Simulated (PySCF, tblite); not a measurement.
**C2H8BFSi2: geometry, infrared bands and NMR shifts**

Aim: predict the infrared bands and NMR shifts of C2H8BFSi2 (`B[SiH2][Si@@H]1C[C@@H]1F`).

Programs: tblite 0.8.0 and PySCF 2.14.0, with density-fitted response routines of our own. Each step states its level of theory. These are calculated values for one molecule in the gas phase, unless marked as measured. Atoms count from 0, in the outputs and in this text.

**1. The starting structure**

14 atoms, charge 0, multiplicity 1; geometry from: force field or distance geometry start.

Bonds of the start (Å): B0–Si1 1.95, Si1–Si2 2.21, Si2–C3 1.89, C3–C4 1.47, C4–F5 1.38, C4–Si2 1.90, B0–H6 1.18, B0–H7 1.18, Si1–H8 1.47, Si1–H9 1.48, Si2–H10 1.47, C3–H11 1.10, C3–H12 1.13, C4–H13 1.11.

**2. Optimising the geometry with GFN2-xTB**

The job: settings as JSON, then the geometry in Å.

```
{"job": {"kind": "relax", "xc": "GFN2-xTB", "basis": "xTB"}, "charge": 0, "multiplicity": 1}
B      2.269800     0.414200     1.020300
Si     1.502300    -0.529000    -0.500900
Si    -0.443900     0.385600    -1.031700
C     -1.541400     0.429100     0.508700
C     -1.995400    -0.560400    -0.483200
F     -1.737900    -1.870100    -0.138400
H      1.665400     0.474600     2.035200
H      3.315600     0.956100     0.923800
H      2.431400    -0.449600    -1.634100
H      1.295500    -1.944300    -0.124400
H     -0.533700     1.733000    -1.624000
H     -2.199500     1.310500     0.603600
H     -1.084300    -0.025200     1.432500
H     -2.944400    -0.325200    -1.009600
```

Command:

```
$ OMP_NUM_THREADS=1 python probes_run.py task.json out
```

The driver reads the jobs from task.json and runs them one after another.

**Question.** This job is followed by: GFN2-xTB harmonic vibrations, gas phase; GIAO PBE0/pcSseg-1 NMR shielding, non-relativistic, gas phase. What will the session give for the following? strongest single infrared mode (GFN2-xTB); zero-point energy (GFN2-xTB); 13C shifts against TMS (PBE0/pcSseg-1); 1H shifts against TMS (PBE0/pcSseg-1, means over atoms taken as alike); 11B shifts against BF3·OEt2 (PBE0/pcSseg-1); 29Si shifts against TMS (PBE0/pcSseg-1); 19F shifts against CFCl3 (PBE0/pcSseg-1).

As calculated:

```
                                                              quantity                                          value
                             strongest single infrared mode (GFN2-xTB)                          2124 cm⁻¹, 417 km/mol
                                          zero-point energy (GFN2-xTB)                                  56.2 kcal/mol
                                13C shifts against TMS (PBE0/pcSseg-1)                                  81.4, 8.9 ppm
1H shifts against TMS (PBE0/pcSseg-1, means over atoms taken as alike)  10.00, 5.46, 4.03, 3.84, 2.68, 0.94, 0.79 ppm
                           11B shifts against BF3·OEt2 (PBE0/pcSseg-1)                                      108.8 ppm
                               29Si shifts against TMS (PBE0/pcSseg-1)                             -127.6, -150.7 ppm
                              19F shifts against CFCl3 (PBE0/pcSseg-1)                                     -242.2 ppm
```

What this shows: The optimisation took 168 steps and gained 0.628 eV; among the close pairs (by a distance rule), Si1–Si2 changed most, from 2.215 to 2.317 Å. No mode is imaginary among the 36: a minimum at this level. The strongest single mode, at 2124 cm⁻¹, moves mainly H8. GFN2-xTB is a fitted tight-binding method: band positions and strengths are rough. Its intensities can rank the bands wrongly. C4 (three-membered-ring carbon bearing a halogen) lies farthest downfield among carbon, at 81.4 ppm; deshielded by the electronegative neighbour. At PBE0/pcSseg-1: The largest span, 327 ppm, is at Si2, where the paramagnetic term is -382 ppm.
